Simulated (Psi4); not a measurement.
# quartet SnH2F at UB2PLYP/def2-TZVPP (core potential)

Wanted: the energy of quartet SnH2F. 

The results are computed with Psi4 1.11.

1 further run of the same task is left out (set aside as unsound or not needed).

### Step 1. The structure to begin with

The species is SnH2F (4 atoms), meant as a quartet with charge 0. SMILES of the parent species: `[F][SnH2]`. The coordinates come from a PBE0-D4/def2-TZVP relaxation. That shape belongs to the parent species and isn't relaxed for this state.

Bond lengths: F1–Sn2 1.932 Å, Sn2–H3 1.726 Å, Sn2–H4 1.726 Å. Angles: F1–Sn2–H3 103.3°, F1–Sn2–H4 103.3°, H3–Sn2–H4 113.3°.

### Step 2. The energy at UB2PLYP/def2-TZVPP (core potential)

job.in

```
memory 1600 MB

molecule mol {
  0 4
  F     -1.552600    -0.190000     0.640700
  Sn     0.028300    -0.242200    -0.468300
  H      1.184100    -1.054400     0.524100
  H      0.395700     1.426200    -0.716700
  units angstrom
  symmetry c1
}

set reference uks
set puream true
set e_convergence 1e-09
set d_convergence 1e-08
set scf_type pk
set dft_radial_points 99
set dft_spherical_points 590
set num_frozen_docc 5
set maxiter 200

E, wfn = energy('b2plyp/def2-TZVPP', return_wfn=True)
```

The run is started by

```
psi4 -n 1 job.in job.out
```

job.out:

```text
[...]
    !!!  WARNING: ECP capability is in beta. Please check occupations closely.  !!!
[...]
  Running in c1 symmetry.
[...]
  Nuclear repulsion =   71.224961374238049
[...]
  Multiplicity = 4
[...]
  Nalpha       = 18
  Nbeta        = 15
[...]
    Number of basis functions: 109
[...]
 WARNING: Atomic UHF is not converging! Try casting from a smaller basis or call Rob at CCMST.
   -------------------------
[...]
   @UKS iter   1:  -314.49711857614312   -1.17067e+00   6.19395e-03 DIIS/ADIIS
[...]
   @UKS iter  20:  -314.68419389582158   -6.08225e-12   6.50431e-09 DIIS
[...]
   @S^2 Observed:                3.774621811E+00
[...]
    Orbital Energies [Eh]
    ---------------------
    Alpha Occupied:
       1A    -25.304943     2A     -5.462641     3A     -3.743580
       4A     -3.741027     5A     -3.733158     6A     -1.308375
       7A     -1.201139     8A     -1.196786     9A     -1.187873
      10A     -1.184624    11A     -1.172661    12A     -0.658502
      13A     -0.529586    14A     -0.512043    15A     -0.476445
      16A     -0.472555    17A     -0.317387    18A     -0.134617
    Alpha Virtual:
      19A      0.010742    20A      0.033629    21A      0.096992
      22A      0.105681    23A      0.141756    24A      0.172049
      25A      0.194916    26A      0.201568    27A      0.227905
[...]
  @UKS Final Energy:  -314.68419389582158
   => Energetics <=
    Nuclear Repulsion Energy =             71.2249613742380490
    One-Electron Energy =                -658.5028133636089933
    Two-Electron Energy =                 286.6250311152024324
    DFT Exchange-Correlation Energy =     -14.0313730216531347
    Empirical Dispersion Energy =           0.0000000000000000
    VV10 Nonlocal Energy =                  0.0000000000000000
    Total Energy =                       -314.6841938958215792
[...]
 Multipole Moments:
 ------------------------------------------------------------------------------------
     Multipole            Electronic (a.u.)      Nuclear  (a.u.)        Total (a.u.)
 ------------------------------------------------------------------------------------
 L = 1.  Multiply by 2.5417464519 to convert [e a0] to [Debye]
 Dipole X            :         12.3563872          -11.3966557            0.9597315
 Dipole Y            :         -1.4695438            1.6850364            0.2154927
 Dipole Z            :        -10.7902877           10.6115281           -0.1787596
 Magnitude           :                                                    0.9997383
[...]
```

Wall time 20 s (1 thread of Intel Xeon 6975P-C (Granite Rapids), shared host); peak memory 0.55 GiB.

### Step 3. Outcome

At UB2PLYP/def2-TZVPP (core potential), 5 core orbitals frozen:

```
                                                quantity          value
                                            total energy  -314.87037 Eh
HOMO energy (SCF part's orbitals) (highest over α and β)       -3.66 eV
                                                    ⟨S²⟩          3.775
```
